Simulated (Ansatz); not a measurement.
What does this script print? It uses Ansatz 0.2.0, Python API.

Script `run_mass.py`:
```python
"""Band curvature masses of P."""

from dataclasses import dataclass
import warnings

import ansatz as az
import numpy as np


@dataclass
class Options:
    kmesh: tuple[int, ...] = (6, 6, 4)
    smearing: str = "fixed"


settings = Options()


def main() -> None:
    warnings.simplefilter("ignore", az.DeckWarning)

    xtal = (
        az.Lattice.of((1.6582, -5.242, 0.0), (1.6582, 5.242, 0.0), (0.0, 0.0, 4.3793))
        .atom("P", (0.89838, 0.10162, 0.08068))
        .atom("P", (0.60162, 0.39838, 0.58068))
        .atom("P", (0.10162, 0.89838, 0.91932))
        .atom("P", (0.39838, 0.60162, 0.41932))
    )

    base = xtal.calculation()
    base = base.kpoints(mesh=settings.kmesh, center="gamma")
    base = base.functional(az.Functional.R2SCAN).occupations(settings.smearing)
    # find the band extrema among the mesh points first
    out = base.band_table().run(threads=1, backend="cpu")
    data = out.report
    levels = np.array(data["eigenvalues_ev"])
    filled = round(data["n_electrons"] / 2)
    edges = {"top filled band": (filled - 1, levels[:, filled - 1].argmax()), "lowest empty band": (filled, levels[:, filled].argmin())}
    gap = levels[:, filled].min() - levels[:, filled - 1].max()
    print(f"gap on the mesh {gap:.3f} eV")
    if gap <= 0.05:
        print("no gap: band-edge masses have no meaning here")
        edges = {}
    reciprocal = 2 * np.pi * np.linalg.inv(out.lattice.cell_ang).T
    step = 0.006  # 1/A

    # second differences give the curvature tensor; masses are hbar^2/m_e = 7.61996 eV A^2 over its eigenvalues
    # a slope that is not zero means that the extremum lies off this mesh point
    pairs = [(0, 1), (0, 2), (1, 2)]
    moves = [sign * axis for axis in np.eye(3) for sign in (-1, 1)]
    moves += [s1 * np.eye(3)[i] + s2 * np.eye(3)[j] for i, j in pairs for s1 in (1, -1) for s2 in (1, -1)]
    for name, (band, index) in edges.items():
        together = int(np.sum(np.abs(levels[index] - levels[index, band]) < 2e-3))
        print(name, "at k =", np.round(data["kpoints_frac"][index], 4), f"E = {levels[index, band]:.4f} eV, degeneracy {together}")
        centre = np.array(data["kpoints_frac"][index]) @ reciprocal
        points = [centre] + [centre + step * move for move in moves]
        table = base.band_structure(points, intervals=1, cartesian=True).run(threads=1, backend="cpu").band_structure().channels[0].eigenvalues_ev
        if together > 1:
            level = np.flatnonzero(np.abs(levels[index] - levels[index, band]) < 2e-3)
            along = (table[1, level] + table[2, level] - 2 * table[0, level]) / step ** 2
            print("  degenerate level, no single mass tensor; masses of its branches along x:", np.round(7.61996 / along, 3), "m_e")
            continue
        e = table[:, band]
        hessian = np.diag((e[1:7:2] + e[2:7:2] - 2 * e[0]) / step ** 2)
        for (i, j), (pp, pm, mp, mm) in zip(pairs, e[7:].reshape(3, 4)):
            hessian[i, j] = hessian[j, i] = (pp - pm - mp + mm) / (4 * step ** 2)
        curvatures, axes = np.linalg.eigh(hessian)
        slope = (e[2:7:2] - e[1:7:2]) / (2 * step)
        print("  slope (eV A):", np.round(slope, 3) + 0.0, "" if np.abs(slope).max() < 0.05 else "- no extremum here, so these are local curvatures and no band-edge masses")
        for curvature, axis in zip(curvatures, axes.T):
            print(f"  principal mass {7.61996 / curvature:8.3f} m_e along", np.round(axis, 2) + 0.0)


if __name__ == "__main__":
    main()
```

Output of `python run_mass.py`:
```text
gap on the mesh 0.161 eV
top filled band at k = [-0.5 -0.5  0. ] E = 7.6997 eV, degeneracy 1
  slope (eV A): [0. 0. 0.]
  principal mass   -0.077 m_e along [ 0.  0. -1.]
  principal mass    1.195 m_e along [1. 0. 0.]
  principal mass    0.123 m_e along [ 0. -1.  0.]
lowest empty band at k = [ 0.1667 -0.5     0.    ] E = 7.8610 eV, degeneracy 1
  slope (eV A): [-0.421 -0.515  0.   ] - no extremum here, so these are local curvatures and no band-edge masses
  principal mass    0.511 m_e along [-0.51  0.86  0.  ]
  principal mass    0.289 m_e along [0.86 0.51 0.  ]
  principal mass    0.208 m_e along [0. 0. 1.]
```

Notes:
- Semilocal gaps usually lie well under measured ones.
- The computed bands are complete only to about 1.3 eV above the Fermi level.
- Gaps and levels are Kohn-Sham values on a finite set of k-points.
- The masses are finite-difference curvatures at extrema found on a coarse mesh, which needn't be the true band edges; a step that is long against the gap makes them too heavy. At a valence maximum the curvature is negative (the hole mass is its size); mixed signs mark a saddle. Spin-orbit coupling is left out, and light masses scale with the Kohn-Sham gap.
- Wall time of the script: 23 s on 1 thread of Arm Neoverse V2, with other jobs on the host, peak memory 0.61 GiB.
